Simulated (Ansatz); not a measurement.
# C2H3IO: the cost of one run

Method: the levels named in each step, in Ansatz 0.2.0.

## (1) The system as given

Bond lengths: C1–C2 1.481 Å, C2–O3 1.178 Å, C2–I4 2.189 Å, C1–H5 1.081 Å, C1–H6 1.089 Å, C1–H7 1.098 Å. Angles: C1–C2–O3 129.5°, C1–C2–I4 111.6°, O3–C2–I4 119.0°, C2–C1–H5 109.9°, C2–C1–H6 109.8°, C2–C1–H7 109.6°, H5–C1–H6 110.1°, H5–C1–H7 107.5°, H6–C1–H7 109.8°.

Coordinates:

```xyz
7

C    -2.3591    0.7365   -0.0845
C    -0.9515    1.1952   -0.0929
O    -0.5211    2.2896   -0.1576
I     0.4435   -0.4861    0.0386
H    -2.5607    0.1857    0.8232
H    -3.0272    1.5936   -0.1583
H    -2.5304    0.0566   -0.9291
```

## (2) A rough first relaxation, PBE-D4/def2-SVP

This run stands in another session on the same molecule. It ended at:

```xyz
7

C    -2.3705    0.7410   -0.0892
C    -0.9434    1.2061   -0.0955
O    -0.5296    2.3195   -0.1630
I     0.4860   -0.5310    0.0467
H    -2.5670    0.1675    0.8379
H    -3.0437    1.6176   -0.1583
H    -2.5382    0.0505   -0.9390
```

## (3) Relaxation, HF/def2-SVP

File input.yaml:

```yaml
crystal:
  periodic: [false, false, false]
  atoms:
    - { symbol: C, position_ang: [-2.37054144, 0.74100659, -0.08921661] }
    - { symbol: C, position_ang: [-0.94344235, 1.20605546, -0.09546592] }
    - { symbol: O, position_ang: [-0.52964907, 2.31950974, -0.16303369] }
    - { symbol: I, position_ang: [0.48603085, -0.53098425, 0.0466512] }
    - { symbol: H, position_ang: [-2.56699163, 0.16751046, 0.83787577] }
    - { symbol: H, position_ang: [-3.04366554, 1.61755718, -0.15832856] }
    - { symbol: H, position_ang: [-2.53819082, 0.05050482, -0.93898219] }
basis:
  gaussian: { orbitals: def2-SVP }
hamiltonian:
  xc: hf
relax:
  f_tol: 0.002
  max_steps: 150
```

On the command line:

```bash
$ ansatz run input.yaml --threads 2 --pin off --max-ram 5120MiB --backend cpu --events-out ev --progress --plain --runs-dir out
```

Q: Estimate wall time and peak memory on 2 threads of Intel Xeon at 2.50GHz (Skylake/Cascade Lake), shared host.

About 87 s, with a peak of 0.17 GiB.
